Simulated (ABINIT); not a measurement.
Set up this calculation in ABINIT 10.8.3 (patched build), as the native input.

| Item | Value |
| --- | --- |
| Task | band structure |
| Functional | r2SCAN |
| Potentials or basis | JTH PAW PBE v2.0 |
| Cutoff | 707 eV |
| k mesh | 7 × 7 × 7 |
| Occupations | fermi-dirac, width 0.05 eV |
| Spin | no spin polarisation |
| Fine-grid cutoff | 1306.15 eV |

Crystal: Ge3Pd.

```xyz
4
Lattice="4.1420 0.0000 0.0000 0.0000 4.1420 0.0000 0.0000 0.0000 4.1420" Properties=species:S:1:pos:R:3 pbc="T T T"
Pd    0.0000    0.0000    0.0000
Ge    2.0710    2.0710    0.0000
Ge    2.0710    0.0000    2.0710
Ge    0.0000    2.0710    2.0710
```

The cell comes from a database or a generator and needn't be the stable form of this composition.

The input as run:

run.abi

```
# Datasets: ground state, then fixed potential
ndtset 2

# Pseudopotentials
pp_dirpath "./"
pseudos "Pd.GGA_PBE-JTH.xml, Ge.GGA_PBE-JTH.xml"

# Structure
acell 3*1.0
rprim
     7.8272890719     0.0000000000     0.0000000000
     0.0000000000     7.8272890719     0.0000000000
     0.0000000000     0.0000000000     7.8272890719
ntypat 2
znucl 46 32
natom 4
typat 1 2 2 2
xred
     0.0000000000     0.0000000000     0.0000000000
     0.5000000000     0.5000000000     0.0000000000
     0.5000000000     0.0000000000     0.5000000000
     0.0000000000     0.5000000000     0.5000000000

# Plane-wave basis
ecut 26.0
pawecutdg 48.0

# Exchange and correlation
ixc -497498
usekden 1
pawxcdev 0

# Bands and occupations
occopt 3
tsmear 0.05 eV

# SCF cycle
nstep 100

# Output
iomode 3
prtwf 0
prteig 0
prtebands 0
enunit 1
prtden1 1
prtkden1 1

# Dataset 1
kptopt1 1
ngkpt1 7 7 7
nshiftk1 1
shiftk1 0.0 0.0 0.0
nband1 36
tolvrs1 1.0e-7

# Dataset 2: bands along G-X-M-G-R-X
iscf2 -2
getden2 1
getkden2 1
nband2 42
nbdbuf2 4
tolwfr2 1.0e-11
kptopt2 -5
ndivsm2 5
prteig2 1
prtvol2 -3
kptbounds2
     0.0000000000     0.0000000000     0.0000000000
     0.0000000000     0.5000000000     0.0000000000
     0.5000000000     0.5000000000     0.0000000000
     0.0000000000     0.0000000000     0.0000000000
     0.5000000000     0.5000000000     0.5000000000
     0.0000000000     0.5000000000     0.0000000000
```

Potentials or basis: JTH PAW PBE v2.0.

The run is started by

```bash
$ abinit run.abi > log 2>&1
```

Results of the run:

```yaml
Pressure: -2.1 GPa
Band_gap_on_the_k_mesh: none (metal or under the smearing width)
Valence_electrons_inside_the_program's_atomic_spheres: Pd 16.85; Ge 12.17
```

Caveat: the PAW data sets were made with another functional, which shifts forces and pressure a little.

It took 15 min on 1 thread of Arm Neoverse V2 (shared host), peak memory 0.23 GiB.
